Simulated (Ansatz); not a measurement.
# Be2Cd2O: the cost of one run

Method: DFT PBE, scalar-relativistic, plane waves, PAW, in Ansatz 0.2.0.

## (1) Starting point

Symmetry: I4/mmm, No. 139, tetragonal system. The conventional cell has a = 3.899 Å, b = 3.899 Å, c = 9.534 Å, α = 90.00°, β = 90.00°, γ = 90.00°. Be (site symmetry 4mm) is surrounded by 1 Be at 2.15 Å and 4 Cd at 2.35 Å and 4 O at 2.96 Å. Around Cd (site symmetry -4m2) lie 4 Be at 2.35 Å and 4 Cd at 2.76 Å and 4 O at 3.08 Å. O (site symmetry 4/mmm) is surrounded by 8 Be at 2.96 Å and 8 Cd at 3.08 Å.

Structure file:

```cif
data_structure
_symmetry_space_group_name_H-M 'P 1'
_symmetry_Int_Tables_number 1
_cell_length_a 5.5068
_cell_length_b 5.5068
_cell_length_c 5.5068
_cell_angle_alpha 138.537
_cell_angle_beta 138.537
_cell_angle_gamma 60.081
_cell_volume 72.46
loop_
_atom_site_label
_atom_site_type_symbol
_atom_site_fract_x
_atom_site_fract_y
_atom_site_fract_z
_atom_site_occupancy
Be1 Be 0.38734 0.38734 0.00000 1
Be2 Be 0.61266 0.61266 0.00000 1
Cd1 Cd 0.75000 0.25000 0.50000 1
Cd2 Cd 0.25000 0.75000 0.50000 1
O1 O 0.00000 0.00000 0.00000 1
```

The cell is invented: species swapped into a database cell of BaCd2Ge2 (I4/mmm, No. 139), with O on the Ba sites and Be on the Ge sites. Lengths come from tabulated atomic sizes and are only a guess.

## (2) A first look at the guess

Input file input.yaml:

```yaml
crystal:
  lattice:
    - [-1.94933653, 1.94933653, 4.76708191]
    - [1.94933653, -1.94933653, 4.76708191]
    - [1.94933653, 1.94933653, -4.76708191]
  atoms:
    - { symbol: Be, position: [0.38734001, 0.38734001, 0.0] }
    - { symbol: Be, position: [0.61265999, 0.61265999, 0.0] }
    - { symbol: Cd, position: [0.75, 0.25, 0.5] }
    - { symbol: Cd, position: [0.25, 0.75, 0.5] }
    - { symbol: O, position: [0.0, 0.0, 0.0] }
basis:
  ecutwfc: 420
kpoints:
  mp_grid: { grid: [6, 6, 6] }
hamiltonian:
  xc: pbe
scf:
  occupations: { method: gaussian, width: 0.1 }
  lower_state_search: "off"
output:
  forces: true
  stress: true
  eigenvalues: true
```

The run is started by

```console
$ ansatz run input.yaml --threads 1 --pin off --max-ram 2560MiB --backend cpu --events-out ev --progress --plain --runs-dir out
```

Q: Estimate wall time and peak memory on 1 thread of AMD EPYC 7R43 (Zen 3), shared host.

About 3.4 s, with a peak of 0.44 GiB.
